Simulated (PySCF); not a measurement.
# BSe: from the state search to spectroscopic constants

The task here is to estimate one member of a computed series from the others.

Method: B def2-TZVPP, Se def2-TZVPP, no relativity; program: PySCF 2.14.0.

The first run:

A driver script around PySCF takes these settings:

| Item | Value |
| --- | --- |
| atoms | B, Se |
| charge | 0 |
| basis | B def2-TZVPP, Se def2-TZVPP |
| Hamiltonian | no relativity |
| basis functions | 79 |
| electrons treated | 39 |
| masses in u | 11.0093, 79.9165 |
| levels | PBE0, PBE, r²SCAN, TPSS, BP86, M06-L, BLYP, CAM-B3LYP, HF, MP2, SCS-MP2, CCSD, CCSD(T) |
| grid | 80 radial by 434 angular points |
| occupations | held fixed by the projection of orbital angular momentum |
| dissociation limit | B + Se, each in its ground configuration |
| starting distance in angstrom | 1.930 |
| values of 2S to try | 1, 3 |

Run with:

```
$ OMP_NUM_THREADS=1 python dia.py task.json out
```

Steps of the session up to this table: The job; First curve: PBE0; Higher solutions at PBE0; PBE (GGA); r²SCAN (meta-GGA); TPSS (meta-GGA); BP86 (GGA); M06-L (meta-GGA); BLYP; CAM-B3LYP (range-separated hybrid); ROHF; Adding correlation.

One of the session's tables, all rows but one given; the rest of the session is left out.

Energy (eV) from each level's lowest point:

| R (Å) | ROHF | ROHF-MP2 | ROHF-SCS-MP2 | ROHF-CCSD | ROHF-CCSD(T) |
| --- | --- | --- | --- | --- | --- |
| 1.500 | 1.510 | 1.589 | 1.602 | n/a | n/a |
| 1.570 | 0.653 | 0.716 | 0.725 | 0.717 | 0.773 |
| 1.639 | 0.186 | 0.227 | 0.233 | 0.228 | 0.263 |
| 1.692 | ? | ? | ? | ? | ? |
| 1.744 | 0.000 | 0.000 | 0.000 | 0.000 | 0.000 |
| 1.796 | 0.069 | 0.048 | 0.044 | 0.045 | 0.027 |
| 1.866 | 0.276 | 0.228 | 0.219 | 0.218 | 0.175 |
| 1.953 | 0.656 | 0.586 | 0.567 | 0.554 | 0.483 |
| 2.058 | 1.204 | 1.138 | 1.099 | 1.053 | 0.955 |
| 2.197 | 1.952 | 1.970 | 1.887 | n/a | n/a |

Q: Estimate the row for R (Å) = 1.692 from the others.

Worked estimate for «ROHF». A straight line through the neighbours (1.639, 0.186) and (1.744, 0.000) gives 0.186 + (0.000 − 0.186) × (1.692 − 1.639) / (1.744 − 1.639) = 0.092; a parabola fitted to 4 rows on both sides gives 0.021.

The run gave: ROHF: 0.030; ROHF-MP2: 0.051; ROHF-SCS-MP2: 0.054; ROHF-CCSD: 0.052; ROHF-CCSD(T): 0.069. In «ROHF» the line misses by +0.062 and the parabola by -0.009.
